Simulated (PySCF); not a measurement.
**The bond of TaCl, level by level**

The task here is to estimate one member of a computed series from the others.

Program: PySCF 2.14.0. Level of theory: Ta def2-TZVPP with ECP60, Cl def2-TZVPP, scalar-relativistic core potentials. These are calculated values, not measurements.

1 further run of the same task is left out (it didn't finish).

The first run:

Settings of the job:

```
atoms                         : Ta, Cl
charge                        : 0
basis                         : Ta def2-TZVPP with ECP60, Cl def2-TZVPP
Hamiltonian                   : scalar-relativistic core potentials
basis functions               : 98
electrons treated             : 30
masses in u                   : 180.9480, 34.9689
levels                        : PBE0, PBE, r²SCAN, PW91, PBEsol, r²SCANh, BP86, HSE06, HF, MP2, SCS-MP2
grid                          : 80 radial by 434 angular points
occupations                   : held fixed by the projection of orbital angular momentum
dissociation limit            : Ta + Cl, each in its ground configuration
starting distance in angstrom : 2.330
values of 2S to try           : 0, 2, 4, 6
```

Run with:

```console
> OMP_NUM_THREADS=2 python dia.py task.json out
```

Steps of the session up to this table: Set-up; The PBE0 curve of the state that the search chose; Other states along the same grid; PBE; r²SCAN (meta-GGA); PW91 (GGA); PBEsol; r²SCANh; BP86; HSE06 (range-separated hybrid); UHF.

One of the session's tables, all rows but one given; the rest of the session is left out.

It belongs to the step «Constants by level of theory». 

| level | Re (Å) | ωe (cm⁻¹) | De (eV) | μ (D) |
| --- | --- | --- | --- | --- |
| PBE | 2.291 | 371 | 4.60 | -2.48 |
| PBEsol | 2.269 | 385 | 4.94 | -2.37 |
| PW91 | ? | ? | ? | ? |
| BP86 | 2.294 | 370 | 4.47 | -2.47 |
| r²SCAN | 2.299 | 371 | 4.75 | -2.84 |
| r²SCANh | 2.299 | 372 | 4.66 | -2.97 |
| PBE0 | 2.292 | 375 | 4.50 | -2.89 |
| HSE06 | 2.295 | 373 | 4.45 | -2.88 |

**Question.** Estimate the row for PW91.

The run gave: Re (Å): 2.291; ωe (cm⁻¹): 372; De (eV): 4.63; μ (D): -2.48.

De is counted to Ta + Cl in their ground configurations.

Limits of these values: The state is the lowest single determinant that the PBE0 search found; with open d or f shells the true ground state can be another one.
